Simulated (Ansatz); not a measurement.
# C2H9GeN: one species, many methods

An exercise on one series of results from a longer session: the logs are not shown, and one member is left open.

Computed with Ansatz 0.2.0, Gaussian basis. Level: functionals in def2-TZVPP, the program's frozen cores in correlated methods.

Plan: LDA (SPW92), PBE-D4, revPBE-D4, BLYP-D4, r2SCAN-D4, B97M-V, PBE0-D4, B3LYP-D4, r2SCANh-D4, r2SCAN0-D4, HSE06-D4, BHLYP-D4, CAM-B3LYP-D4, LC-ωPBE, ωB97X-V, ωB97M-V, B2PLYP, PBE-QIDH; CCSD(T)/def2-SVP; CCSD(T)/def2-TZVPP; MP2/def2-QZVPP; extrapolation to the limit; RPA on PBE.

### The relaxed structure

All runs share one geometry, relaxed beforehand with PBE0-D4 in a triple-zeta def2 set.

SMILES `C[NH][GeH2][CH3]`, 13 atoms, charge 0, spin multiplicity 1.

Atoms are counted from 1 here; the program's logs count them from 0.

Bond lengths: C1–N2 1.449 Å, C1–H5 1.094 Å, C1–H6 1.094 Å, C1–H7 1.101 Å, N2–Ge3 1.841 Å, N2–H8 1.010 Å, Ge3–C4 1.958 Å, Ge3–H9 1.540 Å, Ge3–H10 1.542 Å, C4–H11 1.091 Å, C4–H12 1.091 Å, C4–H13 1.092 Å. Angles: N2–C1–H5 110.4°, N2–C1–H6 109.5°, N2–C1–H7 115.0°, H5–C1–H6 106.8°, H5–C1–H7 107.6°, H6–C1–H7 107.3°, C1–N2–Ge3 118.7°, C1–N2–H8 111.9°, Ge3–N2–H8 113.3°, N2–Ge3–C4 113.8°, N2–Ge3–H9 106.2°, N2–Ge3–H10 106.2°, C4–Ge3–H9 110.5°, C4–Ge3–H10 109.2°, H9–Ge3–H10 110.9°, Ge3–C4–H11 110.4°, Ge3–C4–H12 110.5°, Ge3–C4–H13 110.3° and more.

Set-up of the first run:

The input, in.yaml:

```yaml
crystal:
  periodic: [false, false, false]
  atoms:
    - {symbol: C, position_ang: [-0.759683, 1.320025, -1.116412]}
    - {symbol: N, position_ang: [-1.131224, 0.713777, 0.145698]}
    - {symbol: Ge, position_ang: [0.174192, -0.112556, 1.147548]}
    - {symbol: C, position_ang: [1.120029, -1.536055, 0.191274]}
    - {symbol: H, position_ang: [-1.578525, 1.936497, -1.499721]}
    - {symbol: H, position_ang: [0.093199, 1.988049, -0.963182]}
    - {symbol: H, position_ang: [-0.479705, 0.608966, -1.908433]}
    - {symbol: H, position_ang: [-1.979319, 0.171102, 0.067916]}
    - {symbol: H, position_ang: [-0.533343, -0.678607, 2.392743]}
    - {symbol: H, position_ang: [1.178603, 0.990033, 1.538257]}
    - {symbol: H, position_ang: [1.588025, -1.141428, -0.712156]}
    - {symbol: H, position_ang: [0.428102, -2.330686, -0.092560]}
    - {symbol: H, position_ang: [1.900250, -1.963916, 0.823830]}
basis:
  gaussian: {orbitals: def2-TZVPP}
hamiltonian: {xc: lda}
output: {orbitals: {seedname: orbitals}}
```

Run with:

```console
$ ansatz run in.yaml --threads 4 --pin off --events-out ev --progress --plain --max-ram 10444MiB
```

Among the steps run: LDA; PBE-D4 (GGA); revPBE-D4 (GGA); BLYP-D4 (GGA); r2SCAN-D4 (meta-GGA); B97M-V (meta-GGA); B3LYP-D4 (hybrid); r2SCANh-D4 (hybrid); r2SCAN0-D4 (hybrid); HSE06-D4 (hybrid); BHLYP-D4 (hybrid); CAM-B3LYP-D4 (range-separated); LC-ωPBE (range-separated); ωB97X-V (range-separated); ωB97M-V (range-separated); B2PLYP (double hybrid); PBE-QIDH (double hybrid).

One table of the session follows, with a row left open; its other results are not shown here.

It belongs to the step «Frontier levels by functional». 

```
  functional  HOMO (eV)  LUMO (eV)  gap (eV)
 LDA (SPW92)      -5.18      -0.19      4.99
      PBE-D4      -5.07       0.03      5.10
   revPBE-D4      -5.02       0.13      5.16
     BLYP-D4      -4.96       0.06      5.02
   r2SCAN-D4      -5.34       0.55      5.88
      B97M-V          ?          ?         ?
     PBE0-D4      -6.44       0.84      7.28
    B3LYP-D4      -6.22       0.53      6.75
  r2SCANh-D4      -5.85       0.81      6.66
  r2SCAN0-D4      -6.63       1.19      7.82
    HSE06-D4      -6.04       0.47      6.51
    BHLYP-D4      -7.75       1.49      9.24
CAM-B3LYP-D4      -7.84       1.65      9.48
     LC-ωPBE      -9.19       2.92     12.11
     ωB97X-V      -8.86       2.71     11.56
     ωB97M-V      -8.77       2.31     11.09
```

Estimate the missing values for B97M-V.

The run gave: HOMO (eV): -5.50; LUMO (eV): 0.18; gap (eV): 5.67. In the column «HOMO (eV)» it lies between r2SCANh-D4 (-5.85) and r2SCAN-D4 (-5.34).
